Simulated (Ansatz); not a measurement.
## Ca3Y, space group Fm-3m: a point defect in a supercell, step by step

Program: Ansatz's Python interface.

Notebook, run cell by cell (the value of a cell's last expression is shown):

**Cell 1**
```python
import ansatz as az
import numpy as np

TOLERANCE = 1e-08
OCCUPATIONS = "fermi_dirac"
K_LENGTH = 11
FUNCTIONAL = "pbesol"

crystal = (
    az.Lattice.of((0.0, 4.24557, 4.24557), (4.24557, 0.0, 4.24557), (4.24557, 4.24557, 0.0))
    .atom("Ca", (0.25, 0.25, 0.25))
    .atom("Ca", (0.75, 0.75, 0.75))
    .atom("Ca", (0.5, 0.5, 0.5))
    .atom("Y", (0.0, 0.0, 0.0))
)
host = crystal.supercell(2, 2, 1)
defective = host.substitution("Sr", at=(0.25, 0.25, 0.25), replaces="Ca")

def prepare(structure):
    return (
        structure.calculation()
        .scf(tolerance=TOLERANCE)
        .occupations(OCCUPATIONS)  # smearing steadies the SCF of a metal
        .kpoints(length=K_LENGTH)
        .functional(FUNCTIONAL)
        .band_table()  # levels at the mesh points
    )


perfect = prepare(host).run(threads=1).report
calculation = (
    prepare(defective)
    .relax(force_tolerance=0.05, max_steps=40)  # relax until the tolerances are met
)
res = calculation.run(threads=1)
r = res.report
```
Output:
```text
DeckWarning: basis.ecutwfc = 420 eV, auto-derived from the records' recommended cutoffs: set by Ca (normal level)
DeckWarning: basis.ecutwfc = 420 eV, auto-derived from the records' recommended cutoffs: set by Sr (normal level)
```

**Cell 2**
```python
r["n_iterations"], r["closed_by"]
```
Output:
```text
(10, 'deck_thresholds')
```

**Cell 3**
```python
type(res).__name__, type(r).__name__
```
Output:
```text
('RunOutcome', 'dict')
```

**Cell 4**
```python
n_host, n_defect = len(perfect["lattice"]["sites"]), len(r["lattice"]["sites"])
print(f"perfect cell: {n_host} atoms, F = {perfect['free_energy_ev']:.4f} eV")
print(f"defect cell:  {n_defect} atoms, F = {r['free_energy_ev']:.4f} eV")
# chemical potentials are still to be added to this difference
print(f"difference {r['free_energy_ev'] - perfect['free_energy_ev']:.4f} eV (no chemical potentials)")
```
Output:
```text
perfect cell: 16 atoms, F = -36701.9243 eV
defect cell:  16 atoms, F = -38400.3383 eV
difference -1698.4140 eV (no chemical potentials)
```

**Cell 5**
```python
start = np.array([site.position for site in defective.resolved().sites])
step = np.array([site.position_frac for site in res.lattice.sites]) - start
moved = np.linalg.norm((step - np.round(step)) @ res.lattice.cell_ang, axis=1)
print("relaxation by atom (A):", " ".join(f"{site.symbol}:{d:.3f}" for site, d in zip(res.lattice.sites, moved)))
```
Output:
```text
relaxation by atom (A): Sr:0.000 Ca:0.007 Ca:0.089 Y:0.102 Ca:0.002 Ca:0.007 Ca:0.069 Y:0.073 Ca:0.002 Ca:0.007 Ca:0.069 Y:0.073 Ca:0.001 Ca:0.007 Ca:0.001 Y:0.009
```

**Cell 6**
```python
for label, run in (("perfect", perfect), ("defect", r)):
    levels, filled = np.array(run["eigenvalues_ev"][0]), np.array(run["occupations"][0])
    top = int(np.argmin(np.abs(levels - run["fermi_energy_ev"])))
    window = slice(max(top - 3, 0), top + 4)
    print(label, "levels near E_F at the first k-point:", ", ".join(f"{e - run['fermi_energy_ev']:.2f} ({f:.2f})" for e, f in zip(levels[window], filled[window])))
```
Output:
```text
perfect levels near E_F at the first k-point: -0.13 (1.56), -0.13 (1.56), -0.13 (1.56), 0.10 (0.53), 0.10 (0.53), 0.17 (0.30), 0.17 (0.30)
defect levels near E_F at the first k-point: -0.29 (1.89), -0.11 (1.52), -0.11 (1.51), -0.10 (1.48), 0.11 (0.50), 0.11 (0.49), 0.13 (0.44)
```

What to keep in mind:
- Total energies depend on the potentials; only differences at equal settings carry meaning. A total without «per atom» is that of the cell as typed.
- The computed bands are complete only to about 0.8 eV above the Fermi level.
- The relaxation stopped at 0.018 eV/Å, so the energy gained is a lower bound and displacements are uncertain.
- The difference holds no chemical potentials.
- Each cell's levels count from its own Fermi level and aren't aligned; one k-point can hide that the defect cell is metallic.
- This cell is a computed structure, which may not be the phase found in nature.
- Levels are Kohn-Sham eigenvalues on this mesh, without spin-orbit coupling.
- Warnings are shown shortened and without file and line.
- The supercell is small, so the defect meets its images and the energies aren't those of an isolated defect; a partly filled defect level may also lower its energy by spin or distortion. For a charged cell the difference holds no correction, alignment or term for the electrons' reservoir.
- Timing: 47 s on 1 thread of Arm Neoverse V2 (shared host), peak memory 0.9 GiB.

(A comment or docstring line of the script was reworded after the run, the code is as it ran; lines on the test bed's own set-up are left out of the output.)
